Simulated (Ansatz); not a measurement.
**Y started on a Zr site and Y started on a Zr site in perovskite BaZrO3, 40 atoms, charge 0**

Aim: let the atoms about the defect relax, then find its formation energy, its levels in the gap and its spin by PBEsol, HSE06 and r²SCAN.

Program: Ansatz 0.2.0, PAW, plane waves. These are calculated values, not measurements.

### 1 The system as built

40 atoms (8 Ba, 2 Y, 6 Zr, 24 O); a = 8.362 Å, b = 8.362 Å, c = 8.362 Å, α = 90.00°, β = 90.00°, γ = 90.00°. All atoms were shaken off their sites by about 0.02 Å along each axis. Defect site 1: (0.250, 0.250, 0.250). Defect site 2: (0.750, 0.750, 0.750). Starting moments add up to 2 μB.

Steps to follow: (2) PBEsol relaxation at the single k point (¼, ¼, ¼), on 1 × NVIDIA GB200 with 8 threads of Arm Neoverse-V2; (3) HSE06 single point at the single k point (¼, ¼, ¼), on 1 × NVIDIA GB200 with 8 threads of Arm Neoverse-V2; (4) r²SCAN single point at the single k point (¼, ¼, ¼), on 1 × NVIDIA GB200 with 8 threads of Arm Neoverse-V2.

### 2 Relaxing the atoms with PBEsol

The input, in.yaml:

```yaml
crystal:
  lattice:
    - [8.361961, 0.000000, 0.000000]
    - [0.000000, 8.361961, 0.000000]
    - [0.000000, 0.000000, 8.361961]
  atoms:
    - { symbol: Ba, position: [0.002143, 0.997985, 0.001458] }
    - { symbol: Ba, position: [0.000223, 0.001703, 0.499618] }
    - { symbol: Ba, position: [0.997416, 0.498467, 0.000609] }
    - { symbol: Ba, position: [0.999931, 0.500789, 0.503028] }
    - { symbol: Ba, position: [0.499527, 0.999686, 0.004002] }
    - { symbol: Ba, position: [0.497638, 0.998573, 0.499695] }
    - { symbol: Ba, position: [0.498721, 0.499210, 0.006036] }
    - { symbol: Ba, position: [0.498197, 0.501157, 0.499778] }
    - { symbol: Y, position: [0.247361, 0.252544, 0.252703], spin: 0.143 }
    - { symbol: Y, position: [0.753649, 0.749162, 0.750359], spin: 0.143 }
    - { symbol: Zr, position: [0.247447, 0.245974, 0.748119] }
    - { symbol: Zr, position: [0.251581, 0.752183, 0.252744] }
    - { symbol: Zr, position: [0.247805, 0.749274, 0.752900] }
    - { symbol: Zr, position: [0.753818, 0.242413, 0.250782] }
    - { symbol: Zr, position: [0.749992, 0.249862, 0.748447] }
    - { symbol: Zr, position: [0.750284, 0.750823, 0.251438] }
    - { symbol: O, position: [0.250391, 0.251558, 0.999556], spin: 0.143 }
    - { symbol: O, position: [0.250618, 0.247094, 0.502494], spin: 0.143 }
    - { symbol: O, position: [0.248208, 0.747298, 0.002799] }
    - { symbol: O, position: [0.253111, 0.749228, 0.502789] }
    - { symbol: O, position: [0.752398, 0.251260, 0.003444] }
    - { symbol: O, position: [0.750760, 0.250123, 0.495919] }
    - { symbol: O, position: [0.750306, 0.748751, 0.996014], spin: 0.143 }
    - { symbol: O, position: [0.750908, 0.750562, 0.497465], spin: 0.143 }
    - { symbol: O, position: [0.001572, 0.250605, 0.248355], spin: 0.143 }
    - { symbol: O, position: [0.002422, 0.251205, 0.748829] }
    - { symbol: O, position: [0.996160, 0.749395, 0.249369] }
    - { symbol: O, position: [0.999050, 0.748286, 0.752388], spin: 0.143 }
    - { symbol: O, position: [0.502023, 0.247980, 0.252324], spin: 0.143 }
    - { symbol: O, position: [0.497203, 0.252478, 0.750687] }
    - { symbol: O, position: [0.499844, 0.750091, 0.248161] }
    - { symbol: O, position: [0.503403, 0.751575, 0.749191], spin: 0.143 }
    - { symbol: O, position: [0.252120, 0.003014, 0.246692], spin: 0.143 }
    - { symbol: O, position: [0.254842, 0.003213, 0.747033] }
    - { symbol: O, position: [0.250102, 0.497104, 0.251567], spin: 0.143 }
    - { symbol: O, position: [0.248041, 0.502631, 0.750300] }
    - { symbol: O, position: [0.748050, 0.000178, 0.248460] }
    - { symbol: O, position: [0.750413, 0.999691, 0.751279], spin: 0.143 }
    - { symbol: O, position: [0.750381, 0.499414, 0.253139] }
    - { symbol: O, position: [0.749273, 0.502814, 0.754540], spin: 0.143 }
  symmetry: { detect: false }
kpoints:
  mp_grid: { grid: [1, 1, 1], shift: [0.25, 0.25, 0.25] }
hamiltonian:
  xc: pbesol
magnetization:
  spin_polarized: true
scf:
  occupations: { method: fermi_dirac, width: 0.01 }
relax:
  f_tol: 0.03
  max_steps: 80
  escape_saddle: false
  adjacent_minimum: "off"
output:
  forces: true
  eigenvalues: true
  populations: true
```

On the command line:

```sh
ansatz run in.yaml --threads 8 --pin off --max-ram 118750MiB --runs-dir r --events-out ev --progress --plain --backend cuda --devices 0, --max-vram 170GiB
```

Further steps of the session: HSE06 single point; r²SCAN on the same atoms.

Q: Predict the outcome of this session. Wanted: for each run, formation energy; host gap; top filled to lowest empty; moment.

The runs gave:

```
             level         time  formation energy (eV)  host gap (eV)  top filled to lowest empty (eV)  moment (μB)
PBEsol, relaxation   19 s (GPU)                   6.25           2.97                             none         2.00
             HSE06   20 s (GPU)                   8.07           4.56                             0.53         2.00
            r²SCAN  5.2 s (GPU)                   7.22           3.58                             none         2.00
```

| quantity | value |
| --- | --- |
| relaxation | 10 recorded steps, 2.10 eV gained |
| largest shift | 0.37 Å (O35 and others alike) |
| largest local moment | +0.13 μB on O |

Relaxation gains 2.10 eV, with shifts up to 0.37 Å (O35 and others alike). The formation energy goes from 6.25 eV (PBEsol) to 8.07 eV (HSE06). The reservoirs are the elements' reference phases; where the defect changes the composition, the value depends on that choice. HSE06 shows no level inside the gap that the count of atoms sharing it marks as tightly localised. Exact exchange costs time: HSE06 ran about 3.8 times as long as r²SCAN on the same kind of device. PBEsol and r²SCAN leave levels partly filled (a spacing under the smearing width does that too), while HSE06 opens a spacing of 0.53 eV. The host's edges were read at Γ, so band-like levels at this k point need not coincide with them. Finite-cell errors of some tenths of an eV remain in such numbers.
